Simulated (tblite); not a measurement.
# C5H12B2F2Si: the cost of one run

Programs: tblite 0.8.0 and PySCF 2.14.0, with density-fitted response routines of our own. Each step states its level of theory. These are calculated values for one molecule in the gas phase, unless marked as measured. Atoms count from 0, in the outputs and in this text.

**1. Starting geometry**

22 atoms, charge 0, multiplicity 1; geometry from: force field or distance geometry start.

Bonds of the start (Å): B0–C1 1.56, C1–C2 1.33, C2–C3 1.52, C1–Si4 1.87, Si4–C5 1.88, C5–C6 1.49, C6–B7 1.61, B7–F8 1.46, B7–F9 1.46, B0–H10 1.20, B0–H11 1.19, C2–H12 1.06, C3–H13 1.09, C3–H14 1.11, C3–H15 1.09, Si4–H16 1.46, Si4–H17 1.45, C5–H18 1.10, C5–H19 1.12, C6–H20 1.12, C6–H21 1.11.

**2. Geometry optimisation with GFN2-xTB**

The job: settings as JSON, then the geometry in Å.

```
{"job": {"kind": "relax", "xc": "GFN2-xTB", "basis": "xTB"}, "charge": 0, "multiplicity": 1}
B     -1.968400     1.857900    -0.469700
C     -1.351500     0.557400     0.133300
C     -2.050100    -0.567200     0.304000
C     -3.508600    -0.594100    -0.117800
Si     0.440500     0.584900     0.660800
C      1.416200    -0.358000    -0.635300
C      2.647200    -1.011500    -0.116600
B      3.720000    -0.002600     0.533500
F      3.962100     1.200700    -0.254700
F      4.923400    -0.689200     0.991400
H     -1.779100     2.107600    -1.626500
H     -2.750900     2.471300     0.182800
H     -1.588200    -1.417200     0.729400
H     -4.021800     0.350200     0.065400
H     -3.973800    -1.355000     0.548400
H     -3.567300    -0.922000    -1.154900
H      0.591500     0.006700     1.989700
H      0.877700     1.970300     0.626100
H      0.716300    -1.130100    -0.995000
H      1.617500     0.281800    -1.531800
H      2.429600    -1.789900     0.665600
H      3.207100    -1.532700    -0.914300
```

Command:

```
$ OMP_NUM_THREADS=1 python probes_run.py task.json out
```

One launch serves the whole session: the jobs run in the order shown.

Q: Estimate the wall time of this first job on 1 thread of Arm Neoverse V2, shared host.

About 1.8 s.
